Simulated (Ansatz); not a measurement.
**CH5BO2Si: basis-set convergence**

One table from this session's results is given with a row withheld; the runs are named, their logs left out.

Method: one geometry, several basis sets; program: Ansatz 0.2.0, Gaussian basis.

The runs, in order: PBE0-D4/def2-SVP; ωB97M-V/def2-SVP; PBE0-D4/def2-QZVPP; ωB97M-V/def2-QZVPP; the functionals' def2-TZVPP values are taken from earlier runs.

## The geometry

An earlier PBE0-D4 in a triple-zeta def2 set relaxation fixed the geometry.

SMILES `O=CB(O)[SiH3]`, 10 atoms, charge 0, spin multiplicity 1.

Atoms are counted from 1 here; the program's logs count them from 0.

Bond lengths: O1–C2 1.212 Å, C2–B3 1.627 Å, C2–H6 1.110 Å, B3–O4 1.339 Å, B3–Si5 2.023 Å, O4–H7 0.976 Å, Si5–H8 1.491 Å, Si5–H9 1.491 Å, Si5–H10 1.485 Å. Angles: O1–C2–B3 117.5°, O1–C2–H6 118.9°, B3–C2–H6 123.6°, C2–B3–O4 112.2°, C2–B3–Si5 125.8°, O4–B3–Si5 122.0°, B3–O4–H7 108.8°, B3–Si5–H8 109.5°, B3–Si5–H9 109.2°, B3–Si5–H10 113.1°, H8–Si5–H9 107.0°, H8–Si5–H10 109.0°, H9–Si5–H10 109.0°.

Coordinates:

```xyz
10
charge 0, multiplicity 1
O    -2.6304   -0.2607    0.1666
C    -1.5039   -0.4001    0.5917
B    -0.2790    0.1427   -0.3319
O    -0.7125    0.6936   -1.4727
Si    1.6884    0.0345    0.1276
H    -1.3591   -0.8860    1.5791
H    -1.6866    0.6454   -1.4955
H     2.0565   -1.3838    0.4045
H     1.9415    0.8023    1.3808
H     2.5681    0.5611   -0.9473
```

The first run:

in.yaml

```yaml
crystal:
  periodic: [false, false, false]
  atoms:
    - {symbol: O, position_ang: [-2.630404, -0.260705, 0.166606]}
    - {symbol: C, position_ang: [-1.503858, -0.400126, 0.591695]}
    - {symbol: B, position_ang: [-0.279011, 0.142671, -0.331925]}
    - {symbol: O, position_ang: [-0.712484, 0.693570, -1.472679]}
    - {symbol: Si, position_ang: [1.688380, 0.034469, 0.127597]}
    - {symbol: H, position_ang: [-1.359093, -0.885998, 1.579122]}
    - {symbol: H, position_ang: [-1.686650, 0.645447, -1.495495]}
    - {symbol: H, position_ang: [2.056480, -1.383755, 0.404452]}
    - {symbol: H, position_ang: [1.941511, 0.802253, 1.380811]}
    - {symbol: H, position_ang: [2.568128, 0.561075, -0.947284]}
basis:
  gaussian: {orbitals: def2-SVP}
hamiltonian: {xc: pbe0, dispersion: d4}
output: {orbitals: {seedname: orbitals}}
```

Among the steps run: PBE0-D4 in def2-SVP; ωB97M-V in def2-SVP; PBE0-D4 in def2-QZVPP; ωB97M-V in def2-QZVPP.

One of the session's tables, all rows but one given; the rest of the session is left out.

It belongs to the step «Functionals by basis». 

```
functional       basis  HOMO (eV)  LUMO (eV)
   PBE0-D4    def2-SVP      -7.38      -2.54
   PBE0-D4  def2-TZVPP      -7.48      -2.73
   PBE0-D4  def2-QZVPP      -7.50      -2.77
   ωB97M-V    def2-SVP      -9.64      -0.23
   ωB97M-V  def2-TZVPP          ?          ?
   ωB97M-V  def2-QZVPP      -9.78      -0.57
```

Q: Estimate the row for ωB97M-V, def2-TZVPP from the others.

As computed: HOMO (eV): -9.76; LUMO (eV): -0.50. In the column «HOMO (eV)» it lies between ωB97M-V, def2-QZVPP (-9.78) and ωB97M-V, def2-SVP (-9.64).
